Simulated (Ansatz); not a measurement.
Task: energies of removing a hydrogen of ClFH4OSi2, SMILES F[SiH](Cl)O[SiH3], with the Python package of Ansatz (0.2.0). Give the script and its output. Use (for the species named): PBE, def2-SVP basis, multiplicity 1.

```yaml
atoms:
  - { symbol: F, position_ang: [-1.9706, -0.7028, -0.9321] }
  - { symbol: Si, position_ang: [-1.4624, 0.2368, 0.2550] }
  - { symbol: Cl, position_ang: [-2.4760, 2.0297, 0.2937] }
  - { symbol: O, position_ang: [0.2022, 0.5935, -0.0204] }
  - { symbol: Si, position_ang: [1.5278, -0.2663, -0.2670] }
  - { symbol: H, position_ang: [-1.6422, -0.4351, 1.5540] }
  - { symbol: H, position_ang: [1.7647, -1.1735, 0.9004] }
  - { symbol: H, position_ang: [1.4766, -1.0310, -1.5069] }
  - { symbol: H, position_ang: [2.6684, 0.7025, -0.2937] }
```

Script `clfh4osi2.py`:
```python
# -*- coding: utf-8 -*-
"""Cost of removing each kind of hydrogen from ClFH4OSi2, fragments frozen."""

from dataclasses import dataclass

import ansatz


@dataclass(frozen=True)
class Settings:
    basis: str = "def2-SVP"
    functional: str = "pbe"


cfg = Settings()


def single_point(molecule, charge=0, unpaired=0):
    calc = molecule.calculation().basis(gaussian=cfg.basis).functional(cfg.functional)
    if charge:
        calc = calc.charge(charge)
    if unpaired:
        calc = calc.spin("collinear", total=unpaired)
    report = calc.run(threads=1).report
    if report["published_state_doubts"]:
        print("  doubts:", report["published_state_doubts"])
    return report["free_energy_ev"]

def without(molecule, index):
    rest = ansatz.Crystal.molecule()
    for i, site in enumerate(molecule.cartesian_sites):
        if i != index:
            rest = rest.atom(site.symbol, site.position_ang)
    return rest


def main():
    system = (
        ansatz.Crystal.molecule()
        .atom("F", [-1.9706, -0.7028, -0.9321])
        .atom("Si", [-1.4624, 0.2368, 0.255])
        .atom("Cl", [-2.476, 2.0297, 0.2937])
        .atom("O", [0.2022, 0.5935, -0.0204])
        .atom("Si", [1.5278, -0.2663, -0.267])
        .atom("H", [-1.6422, -0.4351, 1.554])
        .atom("H", [1.7647, -1.1735, 0.9004])
        .atom("H", [1.4766, -1.031, -1.5069])
        .atom("H", [2.6684, 0.7025, -0.2937])
    )

    whole = single_point(system, 0)
    hydrogen = single_point(ansatz.Crystal.molecule().atom("H", (0, 0, 0)), 0, 1)
    print(f"E(molecule) = {whole:.5f} eV, E(H) = {hydrogen:.5f} eV")
    for index in [5, 8]:
        radical = single_point(without(system, index), 0, 1)
        print(f"H{index}: homolysis {23.060548 * (radical + hydrogen - whole):.1f} kcal/mol")
        anion = single_point(without(system, index), -1)
        print(f"H{index}: loss of a proton {23.060548 * (anion - whole):.1f} kcal/mol")


if __name__ == "__main__":
    main()
```

Running `python clfh4osi2.py` prints:
```text
E(molecule) = -33080.72510 eV, E(H) = -13.56840 eV
H5: homolysis 93.0 kcal/mol
H5: loss of a proton 378.6 kcal/mol
H8: homolysis 92.0 kcal/mol
H8: loss of a proton 399.6 kcal/mol
```

Reading the output:
- Total energies depend on the basis set; only differences at equal settings carry meaning.
- The geometry is a force-field or estimated start, not a minimum of this method, and the basis set is short of its limit. All parts are taken at fixed geometry, without zero-point energy.
- This functional overbinds, so such energies come out a few per cent too high (LDA far more).
- Anions want diffuse functions, which this basis lacks.
- It ran for 20 s on 1 thread of Arm Neoverse V2, on a shared host, peak memory 0.22 GiB.

(A comment or docstring line of the script was reworded after the run, the code is as it ran; lines on the test bed's own set-up are left out of the output.)
